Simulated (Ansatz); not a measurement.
# Cd3TeO2: the cost of one run

Method: DFT PBE, scalar-relativistic, plane waves, PAW, in Ansatz 0.2.0.

### Step 1. The starting structure

It takes space group R-3m (No. 166, trigonal). The conventional cell has a = 5.721 Å, b = 5.721 Å, c = 12.546 Å, α = 90.00°, β = 90.00°, γ = 120.00°. Cd (site symmetry 2/m) has 2 Te at 2.66 Å and 4 Cd at 2.86 Å and 6 O at 3.05 to 3.29 Å as nearest neighbours. Te (site symmetry -3m) is surrounded by 6 Cd at 2.66 Å. O (site symmetry 3m) has 9 Cd at 3.05 to 3.29 Å as nearest neighbours.

Coordinates:

```
CELL_PARAMETERS angstrom
2.86044 1.65147 4.18184
-2.86044 1.65147 4.18184
0.00000 -3.30295 4.18184
ATOMIC_POSITIONS crystal
Cd 0.50000 0.00000 0.00000
Cd 0.00000 0.50000 0.00000
Cd 0.00000 0.00000 0.50000
Te 0.00000 0.00000 0.00000
O 0.37115 0.37115 0.37115
O 0.62885 0.62885 0.62885
```

Recipe of the guess: species swapped into a database cell of Lu2AlCo3 (R-3m, No. 166), with O on the Lu sites, Te on the Al sites and Cd on the Co sites. The dimensions are guesses.

### Step 2. Probe: one point on a coarse mesh

Contents of input.yaml:

```yaml
crystal:
  lattice:
    - [2.86043741, 1.65147431, 4.18184496]
    - [-2.86043741, 1.65147431, 4.18184496]
    - [0.0, -3.30294861, 4.18184496]
  atoms:
    - { symbol: Cd, position: [0.5, 0.0, 0.0] }
    - { symbol: Cd, position: [0.0, 0.5, 0.0] }
    - { symbol: Cd, position: [0.0, 0.0, 0.5] }
    - { symbol: Te, position: [0.0, 0.0, 0.0] }
    - { symbol: O, position: [0.37115148, 0.37115148, 0.37115148] }
    - { symbol: O, position: [0.62884852, 0.62884852, 0.62884852] }
basis:
  ecutwfc: 420
kpoints:
  mp_grid: { grid: [6, 6, 6] }
hamiltonian:
  xc: pbe
scf:
  occupations: { method: gaussian, width: 0.1 }
  lower_state_search: "off"
output:
  forces: true
  stress: true
  eigenvalues: true
```

Launch:

```console
$ ansatz run input.yaml --threads 1 --pin off --max-ram 2560MiB --backend cpu --events-out ev --progress --plain --runs-dir out
```

Q: Estimate wall time and peak memory on 1 thread of AMD EPYC 9R45 (Zen 5), shared host.

About 4.4 s, with a peak of 0.5 GiB.
